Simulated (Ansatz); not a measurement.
# PbF2: the cost of one run

Program: Ansatz 0.2.0. PAW datasets, plane waves. Computed at 0 K without zero-point motion; spin polarisation is off.

### Step 1. The system as given

The unstrained cell was relaxed with r2SCAN; in each strained cell the atoms were relaxed again with r2SCAN. Names of k-points are those of the unstrained zone, where strain can split equivalent points. First state: -1.0 % shear in the xy plane.

The symmetry is Immm (No. 71, orthorhombic); conventional cell a = 4.166 Å, b = 4.208 Å, c = 5.921 Å, 17.30 Å³ an atom. Near Pb stand 8 F at 2.56–2.57 Å; near F stand 4 Pb at 2.56–2.57 Å.

The structure in full:

```cif
data_structure
_symmetry_space_group_name_H-M 'Immm'
_symmetry_Int_Tables_number 71
_cell_length_a 4.1658
_cell_length_b 4.2076
_cell_length_c 5.9209
_cell_angle_alpha 90.000
_cell_angle_beta 90.000
_cell_angle_gamma 90.000
_cell_volume 103.78
loop_
_atom_site_label
_atom_site_type_symbol
_atom_site_symmetry_multiplicity
_atom_site_Wyckoff_symbol
_atom_site_fract_x
_atom_site_fract_y
_atom_site_fract_z
_atom_site_occupancy
Pb1 Pb 2 a 0.00000 0.00000 0.00000 1
F1 F 4 j 0.50000 0.00000 0.25107 1
```

From earlier runs on the unstrained cell: PBE 4.42 eV, r2SCAN 4.93 eV, HSE06 5.73 eV; a = 5.921 Å.

### Step 2. -1.0 % shear in the xy plane: PBE

Contents of input.yaml:

```yaml
crystal:
  lattice:
    - [-0.0148021945, 2.9604388914, 2.9604388914]
    - [2.9604388914, -0.0148021945, 2.9604388914]
    - [2.9456366969, 2.9456366969, 0.0]
  atoms:
    - { symbol: Pb, position: [0.0, 0.0, 0.0] }
    - { symbol: F, position: [0.2510679589, 0.2510679589, 0.2489320411] }
    - { symbol: F, position: [0.7489320411, 0.7489320411, 0.7510679589] }
kpoints:
  mp_grid: { grid: [8, 8, 8] }
  band_path:
    path:
      - [0.0, 0.0, 0.0]
      - [0.5, 0.0, 0.5]
      - [0.625, 0.25, 0.625]
      - [0.375, 0.375, 0.75]
      - [0.5, 0.5, 0.5]
      - [0.5, 0.25, 0.75]
      - [0.25, 0.489583, -0.260417]
      - [0.0, 0.5, 0.5]
    npoints: 1
hamiltonian:
  xc: pbe
scf:
  occupations: { method: fermi_dirac, width: 0.02 }
  n_extra_bands: 4
output:
  forces: true
  stress: true
  eigenvalues: true
```

On the command line:

```
> ansatz run input.yaml --threads 4 --pin off --max-ram 4608MiB --backend cpu --events-out ev --progress --plain --runs-dir out
```

Q: Estimate wall time and peak memory on 4 threads of Arm Neoverse N1, shared host.

About 2.5 s, with a peak of 0.38 GiB.
